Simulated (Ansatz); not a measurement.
# Si2H4F2 (SMILES F[SiH2][SiH2]F) at HSE06/6-31G(d) (spherical functions)

What is the electronic atomisation energy of Si2H4F2 at HSE06/6-31G* (spherical functions)? 

Program for the calculation: Ansatz 0.2.0.

56 further runs of the same task are left out: 56 set aside as unsound or not needed.

**1. The system as given**

The species is Si2H4F2 (8 atoms), meant as a singlet with charge 0. SMILES: `F[SiH2][SiH2]F`. The shape is that of a PBE0-D4/def2-TZVP optimisation. This is one conformer, not always the lowest.

Bond lengths: F1–Si2 1.605 Å, Si2–Si3 2.350 Å, Si3–F4 1.605 Å, Si2–H5 1.485 Å, Si2–H6 1.487 Å, Si3–H7 1.487 Å, Si3–H8 1.485 Å. Some angles: F1–Si2–Si3 110.4°, Si2–Si3–F4 110.4°, F1–Si2–H5 108.0°, F1–Si2–H6 108.1°, Si3–Si2–H5 111.7°, Si3–Si2–H6 109.2°, Si2–Si3–H7 109.2°, Si2–Si3–H8 111.7°, F4–Si3–H7 108.1°, F4–Si3–H8 108.0°.

**2. A single-point energy at HSE06/6-31G(d) (spherical functions)**

molecule.yaml reads:

```yaml
crystal:
  periodic: [false, false, false]
  atoms:
    - {symbol: F, position_ang: [-1.934800, 1.205800, -0.274500]}
    - {symbol: Si, position_ang: [-0.357800, 1.128100, 0.012400]}
    - {symbol: Si, position_ang: [0.358600, -1.109600, 0.044100]}
    - {symbol: F, position_ang: [0.281000, -1.742000, -1.428800]}
    - {symbol: H, position_ang: [0.340100, 1.914200, -1.037000]}
    - {symbol: H, position_ang: [-0.099800, 1.743700, 1.341600]}
    - {symbol: H, position_ang: [1.774800, -1.164000, 0.495400]}
    - {symbol: H, position_ang: [-0.477100, -1.941900, 0.946800]}
basis:
  gaussian: {orbitals: 6-31G_st_-spherical.json}
hamiltonian: {xc: hse06}
accuracy: high
output: {orbitals: {seedname: orbitals}}
```

The basis set 6-31G* is read from a file made from the Basis Set Exchange's data (not shown).

The run is started by

```bash
$ ansatz run molecule.yaml --threads 1 --pin off --max-ram 3480MiB --events-out events.jsonl --progress --plain --runs-dir runs
```

The log of the run:

```text
Warning: RAYON_NUM_THREADS=1 ignored (pool sized by the plan → 1); use --threads N
Functional definition: HSE06
  name "HSE06"
  parameter a = 0.25
  parameter omega = 0.11/bohr
  exchange = pbe_x - a*pbe_x_sr(omega) + a*exact_x_sr(omega)
  correlation = pbe_c
1574 factors; integrals over basis functions are off by at most 4.2e-9 eV
101 factors; integrals over basis functions are off by at most 1.1e-9 eV
mean field evaluation 1: about -21240.8559 eV, gradient 3.7e1 eV
mean field evaluation 2: about -21237.8430 eV, gradient 5.8e1 eV
mean field evaluation 4: about -21242.8356 eV, gradient 4.8e-1 eV
mean field evaluation 8: about -21243.0452 eV, gradient 5.0e-2 eV
mean field evaluation 16: about -21243.0452 eV, gradient 9.0e-7 eV
mean field -21243.04522316 eV, -780.6675128977 hartree, gradient 6.2e-8 eV, S^2 0.000000; 0 other end points of the search recorded, 0 dependent functions left out
reference -21243.04522721 eV, -780.6675130466 hartree; 25, 25 occupied and 47, 47 virtual orbitals, 1574 factors
Total energy: -21243.04522721 eV, -780.6675130466 hartree
```

Run time: 7.2 s. Hardware: 1 thread of Arm Neoverse V2, shared host; peak memory 0.23 GiB.

**3. The F atom, same level**

job.yaml reads:

```yaml
crystal:
  periodic: [false, false, false]
  atoms:
    - {symbol: F, position_ang: [0.000000, 0.000000, 0.000000]}
basis:
  gaussian:
    orbitals: 6-31G_st_-spherical.json
hamiltonian:
  xc: hse06
accuracy: high
magnetization:
  spin_polarized: true
  initial_magnetization: 1
```

The basis set 6-31G* is read from a file made from the Basis Set Exchange's data (not shown).

The run is started by

```bash
$ ansatz run job.yaml --threads 1 --pin off --max-ram 3480MiB --events-out events.jsonl --progress --plain --runs-dir runs
```

The log of the run, shortened:

```text
Warning: RAYON_NUM_THREADS=1 ignored (pool sized by the plan → 1); use --threads N
[... 6 set-up lines as earlier in the session ...]
93 factors; integrals over basis functions are off by at most 1.9e-9 eV
35 factors; integrals over basis functions are off by at most 2.8e-10 eV
mean field evaluation 1: about -2710.7324 eV, gradient 4.0e0 eV
mean field evaluation 2: about -2710.7795 eV, gradient 1.7e0 eV
mean field evaluation 4: about -2710.7877 eV, gradient 1.5e-2 eV
mean field evaluation 8: about -2710.7875 eV, gradient 1.1e-4 eV
mean field -2710.78754906 eV, -99.6196049900 hartree, gradient 3.8e-9 eV, S^2 0.751092; 0 other end points of the search recorded, 0 dependent functions left out
reference -2710.78754941 eV, -99.6196050031 hartree; 5, 4 occupied and 9, 10 virtual orbitals, 93 factors
Total energy: -2710.78754941 eV, -99.6196050031 hartree
```

Run time: 0.44 s. Hardware: 1 thread of Arm Neoverse V2, shared host.

**4. The H atom at the same level**

in.yaml reads:

```yaml
crystal:
  periodic: [false, false, false]
  atoms:
    - {symbol: H, position_ang: [0.000000, 0.000000, 0.000000]}
basis:
  gaussian: {orbitals: "6-31G*"}
hamiltonian: {xc: {name: HSE06}}
accuracy: high
magnetization: {spin_polarized: true, initial_magnetization: 1}
```

Run the same way, it converges to -0.49883 Eh (log not shown).

**5. The Si atom, same level**

job.yaml reads:

```yaml
crystal:
  periodic: [false, false, false]
  atoms:
    - {symbol: Si, position_ang: [0.000000, 0.000000, 0.000000]}
basis:
  gaussian: {orbitals: 6-31G_st_-spherical.json}
accuracy: high
magnetization: {spin_polarized: true, initial_magnetization: 2}
hamiltonian: {xc: {name: HSE06}}
```

The basis set 6-31G* is read from a file made from the Basis Set Exchange's data (not shown).

Run the same way, it converges to -289.22198 Eh (log not shown).

**6. Summary of results**

Level: HSE06/6-31G* (spherical functions).

| quantity | value |
| --- | --- |
| molecule: total energy | -780.66751 Eh |
| molecule: HOMO energy | -7.87 eV |
| molecule: LUMO energy | -0.94 eV |
| molecule: HOMO–LUMO gap | 6.92 eV |
| F atom: total energy | -99.61961 Eh |
| F atom: ⟨S²⟩ | 0.751 |
| H atom: total energy | -0.49883 Eh |
| H atom: ⟨S²⟩ | 0.750 |
| Si atom: total energy | -289.22198 Eh |
| Si atom: ⟨S²⟩ | 2.002 |
| electronic atomisation energy | 26.913 eV |

In words: Taking the molecule apart into free atoms costs 26.91 eV (2597 kJ/mol), before zero-point energy and without spin-orbit coupling.
